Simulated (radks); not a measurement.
# Excited configurations of Tm

The task here is to estimate one member of a computed series from the others.

The numbers are computed with radks (a radial shooting solver on a logarithmic mesh, Libxc functionals) version 1 (Dirac Kohn-Sham, BLYP, spin-unpolarised, spherical densities, point nucleus; open shells fill j = l - 1/2 first), except any that are marked as measured or tabulated.

4 further runs of the same task are left out: 4 that didn't finish.

**The atom as given**

- element: thulium (Z = 69)
- charge: 0
- electrons: 69
- configuration: [Xe] 4f13 6s2

Set-up of the first run:

The run's settings:

```text
Z 69
configuration [Xe] 4f13 6s2
relativity Dirac
functional b88,lyp
spin unpolarised
j_filling energy
nucleus point
c 137.035999084
```

Steps of the session up to this table: Ground configuration: [Xe] 4f13 6s2.

One of the session's tables, all rows but one given; the rest of the session is left out.

It belongs to the step «Ground configuration: [Xe] 4f13 6s2». Sizes of the orbitals, from the radial functions (bohr):

| level | <r> | outermost maximum (interpolated) | 90 % within | nodes |
| --- | --- | --- | --- | --- |
| 4d3/2 | ? | ? | ? | ? |
| 4d5/2 | 0.5765 | 0.505 | 0.868 | 1 |
| 5s1/2 | 1.231 | 1.09 | 1.78 | 4 |
| 5p1/2 | 1.395 | 1.19 | 2.06 | 3 |
| 5p3/2 | 1.514 | 1.28 | 2.25 | 3 |
| 6s1/2 | 3.952 | 3.27 | 5.92 | 5 |
| 4f5/2 | 0.8001 | 0.493 | 1.40 | 0 |
| 4f7/2 | 0.8259 | 0.498 | 1.46 | 0 |

**Question.** Estimate the row for 4d3/2.

As computed: <r>: 0.5651; outermost maximum (interpolated): 0.496; 90 % within: 0.851; nodes: 1. In the column «<r>» it is the lowest.

Caveats from the session: Spin polarisation and multiplet splitting are left out, so open shells lie too high by an amount that depends on their filling.
